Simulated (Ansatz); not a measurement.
# SiPH4 (SMILES [SiH2]P) at UCAM-B3LYP/STO-3G

Aim: the electronic atomisation energy of SiPH4 at UCAM-B3LYP/STO-3G, from 4 runs. 

Program for the calculation: Ansatz 0.2.0.

47 further runs of the same task are left out: 47 set aside as unsound or not needed.

### Step 1. The structure to begin with

SiPH4 has 6 atoms, charge 0, and is taken as a doublet. SMILES: `[SiH2]P`. The shape is that of a GFN2-xTB optimisation. This is one conformer, not always the lowest.

Bond lengths: Si1–P2 2.220 Å, Si1–H3 1.467 Å, Si1–H4 1.466 Å, P2–H5 1.384 Å, P2–H6 1.384 Å. Angles: Si1–P2–H5 96.4°, Si1–P2–H6 96.4°, P2–Si1–H3 109.7°, P2–Si1–H4 109.7°, H5–P2–H6 92.6°, H3–Si1–H4 109.1°.

### Step 2. A single-point energy at UCAM-B3LYP/STO-3G

Input file job.yaml:

```yaml
crystal:
  periodic: [false, false, false]
  atoms:
    - {symbol: Si, position_ang: [0.127020, -0.986120, -0.104660]}
    - {symbol: P, position_ang: [-0.338670, 1.170000, 0.142220]}
    - {symbol: H, position_ang: [-0.300620, -1.724700, 1.087920]}
    - {symbol: H, position_ang: [-0.579260, -1.514310, -1.276300]}
    - {symbol: H, position_ang: [0.434680, 1.617150, -0.915300]}
    - {symbol: H, position_ang: [0.656850, 1.437980, 1.066130]}
basis:
  gaussian: {orbitals: STO-3G}
magnetization: {spin_polarized: true, initial_magnetization: 1}
hamiltonian: {xc: {name: CAM-B3LYP}}
accuracy: high
```

Started as:

```bash
$ ansatz run job.yaml --threads 1 --pin off --max-ram 2610MiB --events-out events.jsonl --progress --plain --runs-dir runs
```

The program printed:

```text
Warning: RAYON_NUM_THREADS=1 ignored (pool sized by the plan → 1); use --threads N
Functional definition: CAM-B3LYP
  name "CAM-B3LYP"
  parameter alpha = 0.19
  parameter beta = 0.46
  parameter omega = 0.33/bohr
  parameter ac = 0.81
  exchange = (1 - alpha - beta)*b88_x + beta*b88_x_sr(omega) + alpha*exact_x + beta*exact_x_lr(omega)
  correlation = (1 - ac)*vwn5_c + ac*lyp_c
391 factors; integrals over basis functions are off by at most 2.7e-9 eV
173 factors; integrals over basis functions are off by at most 1.5e-9 eV
mean field evaluation 1: about -17031.6096 eV, gradient 5.8e0 eV
mean field evaluation 2: about -17031.9342 eV, gradient 1.9e0 eV
mean field evaluation 4: about -17031.9737 eV, gradient 1.3e-1 eV
mean field evaluation 8: about -17031.9364 eV, gradient 4.1e-3 eV
mean field evaluation 16: about -17031.9364 eV, gradient 1.8e-7 eV
mean field -17031.93640197 eV, -625.9121181114 hartree, gradient 3.6e-8 eV, S^2 0.751034; 0 other end points of the search recorded, 0 dependent functions left out
reference -17031.93641568 eV, -625.9121186151 hartree; 17, 16 occupied and 5, 6 virtual orbitals, 391 factors
Total energy: -17031.93641568 eV, -625.9121186151 hartree
```

It took 1.8 s on 1 thread of AMD EPYC 9R14 (Zen 4), shared host; peak memory 0.16 GiB.

### Step 3. The H atom

Input file job.yaml:

```yaml
crystal:
  periodic: [false, false, false]
  atoms:
    - {symbol: H, position_ang: [0.000000, 0.000000, 0.000000]}
basis:
  gaussian: {orbitals: STO-3G}
magnetization: {spin_polarized: true, initial_magnetization: 1}
hamiltonian: {xc: {name: CAM-B3LYP}}
accuracy: high
```

Started as:

```bash
$ ansatz run job.yaml --threads 1 --pin off --max-ram 2610MiB --events-out events.jsonl --progress --plain --runs-dir runs
```

The program printed, cut to the lines that bear on the results:

```text
Warning: RAYON_NUM_THREADS=1 ignored (pool sized by the plan → 1); use --threads N
[... 8 set-up lines as earlier in the session ...]
1 factors; integrals over basis functions are off by at most 4.6e-10 eV
1 factors; integrals over basis functions are off by at most 3.0e-10 eV
mean field evaluation 1: about -12.5879 eV, gradient 0.0e0 eV
mean field evaluation 2: about -12.5879 eV, gradient 0.0e0 eV
mean field -12.58793461 eV, -0.4625980644 hartree, gradient 0.0e0 eV, S^2 0.750000; 0 other end points of the search recorded, 0 dependent functions left out
reference -12.58794100 eV, -0.4625982992 hartree; 1, 0 occupied and 0, 1 virtual orbitals, 1 factors
Total energy: -12.58794100 eV, -0.4625982992 hartree
```

It took 0.1 s on 1 thread of AMD EPYC 9R14 (Zen 4), shared host.

### Step 4. The P atom

Input file job.yaml:

```yaml
basis:
  gaussian:
    orbitals: STO-3G
crystal:
  periodic: [false, false, false]
  atoms:
    - {symbol: P, position_ang: [0.000000, 0.000000, 0.000000]}
magnetization:
  spin_polarized: true
  initial_magnetization: 3
hamiltonian:
  xc: {name: CAM-B3LYP}
accuracy: high
```

Run the same way, it converges to -337.34452 Eh (log not shown).

### Step 5. The Si atom at the same level

Input file molecule.yaml:

```yaml
basis:
  gaussian:
    orbitals: STO-3G
crystal:
  periodic: [false, false, false]
  atoms:
    - {symbol: Si, position_ang: [0.000000, 0.000000, 0.000000]}
magnetization:
  spin_polarized: true
  initial_magnetization: 2
accuracy: high
hamiltonian:
  xc: {name: CAM-B3LYP}
```

Run the same way, it converges to -285.92344 Eh (log not shown).

### Step 6. Summary of results

Level: UCAM-B3LYP/STO-3G.

```
                     quantity          value
       molecule: total energy  -625.91212 Eh
               molecule: ⟨S²⟩          0.751
         H atom: total energy    -0.46260 Eh
                 H atom: ⟨S²⟩          0.750
         P atom: total energy  -337.34452 Eh
                 P atom: ⟨S²⟩          3.750
        Si atom: total energy  -285.92344 Eh
                Si atom: ⟨S²⟩          2.000
electronic atomisation energy      21.600 eV
```

Taking the molecule apart into free atoms costs 21.60 eV (2084 kJ/mol), before zero-point energy and without spin-orbit coupling. In a minimal basis such a difference can be off by several eV, whatever the method.
